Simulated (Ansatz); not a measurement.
# Zn4As3O: the cost of one run

Program: Ansatz 0.2.0. Level of theory: reference: DFT PBE, plane waves, PAW, scalar-relativistic, no spin polarisation. These are calculated values, not measurements.

1 further run of the same task is left out (it didn't finish).

## (1) The structure to begin with

It takes space group R-3m (No. 166, trigonal). The conventional cell has a = 3.981 Å, b = 3.981 Å, c = 31.372 Å, α = 90.00°, β = 90.00°, γ = 120.00°. O (site symmetry -3m) has 6 As at 2.96 Å and 6 Zn at 3.28 Å as nearest neighbours. Zn (site symmetry 3m) has 4 As at 2.35 to 2.89 Å and 3 Zn at 2.96 Å and 3 O at 3.28 Å as nearest neighbours. Zn (site symmetry 3m) has 4 As at 2.34 to 2.52 Å as nearest neighbours. Around As (site symmetry 3m) lie 4 Zn at 2.34 to 2.35 Å. As (site symmetry -3m) has 8 Zn at 2.52 to 2.89 Å as nearest neighbours.

Coordinates:

```cif
data_structure
_symmetry_space_group_name_H-M 'R-3m:H'
_symmetry_Int_Tables_number 166
_cell_length_a 3.9806
_cell_length_b 3.9806
_cell_length_c 31.3720
_cell_angle_alpha 90.000
_cell_angle_beta 90.000
_cell_angle_gamma 120.000
_cell_volume 430.50
loop_
_atom_site_label
_atom_site_type_symbol
_atom_site_symmetry_multiplicity
_atom_site_Wyckoff_symbol
_atom_site_fract_x
_atom_site_fract_y
_atom_site_fract_z
_atom_site_occupancy
O1 O 3 b 0.66667 0.33333 0.83333 1
Zn1 Zn 6 c 0.33333 0.66667 0.75873 1
Zn2 Zn 6 c 0.33333 0.66667 0.96727 1
As1 As 6 c 0.33333 0.66667 0.89266 1
As2 As 3 a 0.00000 0.00000 0.00000 1
```

## (2) The reference run

input.yaml reads:

```yaml
crystal:
  lattice:
    - [1.9903, 3.447294, 0.0]
    - [-1.9903, 3.447294, 0.0]
    - [0.0, -2.298196, 10.457337]
  atoms:
    - { symbol: O, position: [0.5, 0.5, 0.5] }
    - { symbol: Zn, position: [0.09206, 0.09206, 0.27618] }
    - { symbol: Zn, position: [0.90794, 0.90794, 0.72382] }
    - { symbol: Zn, position: [0.3006, 0.3006, 0.9018] }
    - { symbol: Zn, position: [0.6994, 0.6994, 0.0982] }
    - { symbol: As, position: [0.22599, 0.22599, 0.67797] }
    - { symbol: As, position: [0.77401, 0.77401, 0.32203] }
    - { symbol: As, position: [0.0, 0.0, 0.0] }
  symmetry: { tolerance: 0.0003 }
kpoints:
  mp_grid: { grid: [5, 5, 5], shift: [0, 0, 0] }
magnetization:
  spin_polarized: false
scf:
  occupations: { method: fermi_dirac }
hamiltonian:
  pseudopotentials: { kind: paw }
  xc: pbe
basis:
  ecutwfc: 420
output:
  forces: true
  stress: true
  eigenvalues: true
relax:
  max_steps: 40
  cell: {}
```

Run with:

```
ansatz run input.yaml --threads 1 --pin off --max-ram 2560MiB --backend cpu --events-out ev --progress --plain --runs-dir out
```

What time and memory should one allow on 1 thread of Intel Xeon Platinum 8488C (Sapphire Rapids), shared host?

About 89 s, with a peak of 0.55 GiB.
